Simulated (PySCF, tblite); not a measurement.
# Si₅H₁₂: geometry, infrared bands and NMR shifts

Wanted: the infrared bands and NMR shifts of Si₅H₁₂ (`[SiH3][SiH2][SiH]([SiH3])[SiH3]`), by calculation.

Programs: tblite 0.8.0 and PySCF 2.14.0, with density-fitted response routines of our own. Each step states its level of theory. These are calculated values for one molecule in the gas phase, unless marked as measured. Atoms count from 0, in the outputs and in this text.

## 1. The starting structure

17 atoms, charge 0, multiplicity 1; geometry from: force field or distance geometry start.

Bonds of the start (Å): Si0–Si1 2.22, Si1–Si2 2.21, Si2–Si3 2.23, Si2–Si4 2.22, Si0–H5 1.47, Si0–H6 1.47, Si0–H7 1.48, Si1–H8 1.50, Si1–H9 1.47, Si2–H10 1.46, Si3–H11 1.46, Si3–H12 1.45, Si3–H13 1.49, Si4–H14 1.48, Si4–H15 1.48, Si4–H16 1.45.

## 2. Relaxing the molecule with GFN2-xTB

What the job is given:

```
{"job": {"kind": "relax", "xc": "GFN2-xTB", "basis": "xTB"}, "charge": 0, "multiplicity": 1}
Si    -2.731200    -1.018900     0.322900
Si    -0.559800    -1.453900     0.169200
Si     0.631200     0.204900    -0.676600
Si     2.764500    -0.129000    -0.126600
Si     0.061300     2.202100     0.102800
H     -3.024700     0.423200     0.284500
H     -3.453000    -1.744400    -0.733900
H     -3.208200    -1.588100     1.606700
H      0.012800    -1.891900     1.479100
H     -0.386900    -2.619200    -0.714000
H      0.551200     0.214600    -2.138900
H      3.351800    -1.037400    -1.106300
H      3.453600     1.145000    -0.004400
H      2.740700    -0.871000     1.162100
H      1.187400     2.927500     0.736200
H     -0.304800     3.042900    -1.058100
H     -1.092900     2.205600     0.984200
```

The run is started by

```bash
$ OMP_NUM_THREADS=1 python probes_run.py task.json out
```

This one command runs all jobs of the session in turn.

**Question.** This job is followed by: GFN2-xTB harmonic vibrations, gas phase; GIAO PBE0/pcSseg-1 NMR shielding, non-relativistic, gas phase. Predict these results of the whole session: strongest single infrared mode (GFN2-xTB); zero-point energy (GFN2-xTB); 1H shifts against TMS (PBE0/pcSseg-1, means over atoms taken as alike); 29Si shifts against TMS (PBE0/pcSseg-1, means over atoms taken as alike).

The runs gave:

| quantity | value |
| --- | --- |
| strongest single infrared mode (GFN2-xTB) | 764 cm⁻¹, 850 km/mol |
| zero-point energy (GFN2-xTB) | 59.9 kcal/mol |
| 1H shifts against TMS (PBE0/pcSseg-1, means over atoms taken as alike) | 3.60, 3.53, 3.48, 3.26 ppm |
| 29Si shifts against TMS (PBE0/pcSseg-1, means over atoms taken as alike) | -110.1, -115.6, -124.9, -146.0 ppm |

**Reading.** Over 178 steps the energy fell by 0.597 eV; of the close pairs, Si1–Si2 changed most, 2.210 to 2.340 Å. The lowest mode is slightly imaginary (5i cm⁻¹), a soft motion within the noise of the Hessian, so the minimum is not strictly shown. The strongest single mode, at 764 cm⁻¹, is spread over several atoms, H13, H12, H11, H14 among them. Unscaled tight-binding wavenumbers are off by several per cent, some by more. Its intensities can rank the bands wrongly. At PBE0/pcSseg-1: The widest tensor belongs to Si3, Si4: span 43 ppm, with a paramagnetic part of -421 ppm.
